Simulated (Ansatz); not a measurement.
ClH3NSn, SMILES [NH2][SnH][Cl], a ladder of methods at one geometry

Program: the Ansatz DFT code, driven from Python.

Input file `clh3nsn.xyz`:
```text
6

N    -0.92650    0.11210   -0.77120
Sn   -0.00980   -0.28410    0.98090
Cl    2.08160   -1.18510    0.48950
H    -0.28430    0.82830   -1.31030
H    -1.00270   -0.73560   -1.35370
H     0.18380    1.20030    1.91870
```

`clh3nsn.py`:
```python
import warnings

import ansatz as az

BASIS_SET = "def2-SVP"

warnings.simplefilter("ignore", az.DeckWarning)

system = az.Crystal.molecule_from_extxyz("clh3nsn.xyz")

job = system.calculation().basis(gaussian=BASIS_SET).spin("collinear", total=1)

methods = ["mp2", "ccsd", "ccsd_t"]
reports = [job.correlation(m).run(threads=1, backend="cpu").report for m in methods]
print(f"Hartree-Fock reference {reports[0]['reference_energy_ev'] / 27.211386246:.6f} Ha")
best = reports[-1]["free_energy_ev"] - reports[-1]["reference_energy_ev"]
for method, each in zip(methods, reports):
    gained = each["free_energy_ev"] - each["reference_energy_ev"]
    print(f"{method:8s} total {each['free_energy_ev'] / 27.211386246:.6f} Ha  correlation {gained:9.4f} eV  ({100 * gained / best:.1f} % of the last)")
```

```console
$ python clh3nsn.py
Hartree-Fock reference -728.862319 Ha
mp2      total -729.265412 Ha  correlation  -10.9687 eV  (90.0 % of the last)
ccsd     total -729.298685 Ha  correlation  -11.8741 eV  (97.4 % of the last)
ccsd_t   total -729.310273 Ha  correlation  -12.1895 eV  (100.0 % of the last)
```

What to keep in mind:
- The settings weren't tested for convergence.
- The geometry is a force-field or estimated start, not a minimum of this method, and the basis set is short of its limit. A lower total doesn't mark the better method: functionals have no common bound, and MP2 and coupled cluster aren't variational.
- def2 sets replace the cores of elements past krypton by effective core potentials.
- The run takes the species as open-shell (spin multiplicity 2), which needn't be its ground state.
- Inner cores stay frozen; a filled d shell under the valence of the heavier atoms is correlated with it.
- Hardware and time: 27 s on 1 thread of Arm Neoverse V1, on a shared host, peak memory 0.45 GiB.
